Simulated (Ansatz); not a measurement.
**ClH2SSn radical (SMILES [SH][SnH][Cl]): functionals against CCSD(T) at one geometry**

The atoms stand at a structure displaced at random from a GFN2-xTB minimum. How far do the functionals agree with CCSD(T) there?

Computed with Ansatz 0.2.0, Gaussian basis. Level: single points in def2-TZVPP.

Correlated methods freeze the cores. Filled d shells of the heavier atoms are correlated. Core potentials replace the inner electrons past krypton, and spin-orbit coupling is left out. Orbitals are unrestricted.

### Step 1. Starting geometry

SMILES `[SH][SnH][Cl]`, 5 atoms, charge 0, spin multiplicity 2.

Atoms are counted from 1 here; the program's logs count them from 0.

Bond lengths: S1–Sn2 2.563 Å, S1–H4 1.231 Å, Sn2–Cl3 2.365 Å, Sn2–H5 2.010 Å. Angles: Sn2–S1–H4 93.4°, S1–Sn2–Cl3 103.4°, S1–Sn2–H5 98.0°, Cl3–Sn2–H5 105.1°.

As a file:

```xyz
5
charge 0, multiplicity 2
S    -1.5146   -0.6478   -0.5149
Sn    0.4401    0.3955    0.7728
Cl    1.7051   -1.4794    1.4630
H    -1.8229    0.4156   -1.0526
H     1.4397    1.1514   -0.7983
```

### Step 2. CCSD(T)/def2-TZVPP

File run/in.yaml:

```yaml
crystal:
  periodic: [false, false, false]
  atoms:
    - {symbol: S, position_ang: [-1.514600, -0.647800, -0.514900]}
    - {symbol: Sn, position_ang: [0.440100, 0.395500, 0.772800]}
    - {symbol: Cl, position_ang: [1.705100, -1.479400, 1.463000]}
    - {symbol: H, position_ang: [-1.822900, 0.415600, -1.052600]}
    - {symbol: H, position_ang: [1.439700, 1.151400, -0.798300]}
basis:
  gaussian: {orbitals: def2-TZVPP}
magnetization: {spin_polarized: true, initial_magnetization: 1}
correlation: {method: ccsd_t}
scf: {omitted_lower_state_checks: [cluster_reference]}
```

No record of the launch command was kept for these runs.

### Step 3. PBE0-D4/def2-TZVPP

Changes to run/in.yaml since step 2:

```diff
@@ -11,3 +11,3 @@
 magnetization: {spin_polarized: true, initial_magnetization: 1}
-correlation: {method: ccsd_t}
-scf: {omitted_lower_state_checks: [cluster_reference]}
+hamiltonian: {xc: pbe0, dispersion: d4}
+output: {forces: true, orbitals: {seedname: orbitals}}
```

### Step 4. wB97M-V/def2-TZVPP

Changes to run/in.yaml since step 3:

```diff
@@ -11,3 +11,3 @@
 magnetization: {spin_polarized: true, initial_magnetization: 1}
-hamiltonian: {xc: pbe0, dispersion: d4}
-output: {forces: true, orbitals: {seedname: orbitals}}
+hamiltonian: {xc: {name: wB97M-V}}
+output: {forces: true}
```

### Step 5. r2SCAN-D4/def2-TZVPP

Changes to run/in.yaml since step 4:

```diff
@@ -11,3 +11,3 @@
 magnetization: {spin_polarized: true, initial_magnetization: 1}
-hamiltonian: {xc: {name: wB97M-V}}
+hamiltonian: {xc: r2scan, dispersion: d4}
 output: {forces: true}
```

### Step 6. PBE-D4/def2-TZVPP

Changes to run/in.yaml since step 5:

```diff
@@ -11,3 +11,3 @@
 magnetization: {spin_polarized: true, initial_magnetization: 1}
-hamiltonian: {xc: r2scan, dispersion: d4}
+hamiltonian: {xc: pbe, dispersion: d4}
 output: {forces: true}
```

### Step 7. BLYP-D4/def2-TZVPP

Changes to run/in.yaml since step 6:

```diff
@@ -11,3 +11,3 @@
 magnetization: {spin_polarized: true, initial_magnetization: 1}
-hamiltonian: {xc: pbe, dispersion: d4}
+hamiltonian: {xc: {name: BLYP}, dispersion: d4}
 output: {forces: true}
```

### Step 8. r2SCANh-D4/def2-TZVPP

Changes to run/in.yaml since step 7:

```diff
@@ -11,3 +11,3 @@
 magnetization: {spin_polarized: true, initial_magnetization: 1}
-hamiltonian: {xc: {name: BLYP}, dispersion: d4}
+hamiltonian: {xc: {name: r2SCANh}, dispersion: d4}
 output: {forces: true}
```

(Steps that only read results are left out.)

**Question.** What will these runs give? Wanted: energy less free atoms, CCSD(T)/def2-TZVPP; RMS force component; HOMO and LUMO, PBE0-D4; T1 diagnostic.

As calculated:

| quantity | value |
| --- | --- |
| energy less free atoms, CCSD(T)/def2-TZVPP | -1081.9 kJ/mol |
| RMS force component | 1.625 to 1.683 eV/Å over the methods |
| HOMO and LUMO, PBE0-D4 | -7.13 and -4.57 eV |
| T1 diagnostic | 0.020 |

What this shows: Against CCSD(T) the functionals' energies less atoms differ by -88.1 to -49.5 kJ/mol, PBE-D4 by -88.1 kJ/mol. CCSD(T) in triple zeta still lacks some correlation energy of the bonds, so part of these gaps is its own basis error and they don't rank the functionals. No sound CCSD(T) forces are at hand. Among the functionals the RMS force differs by up to 4 %.
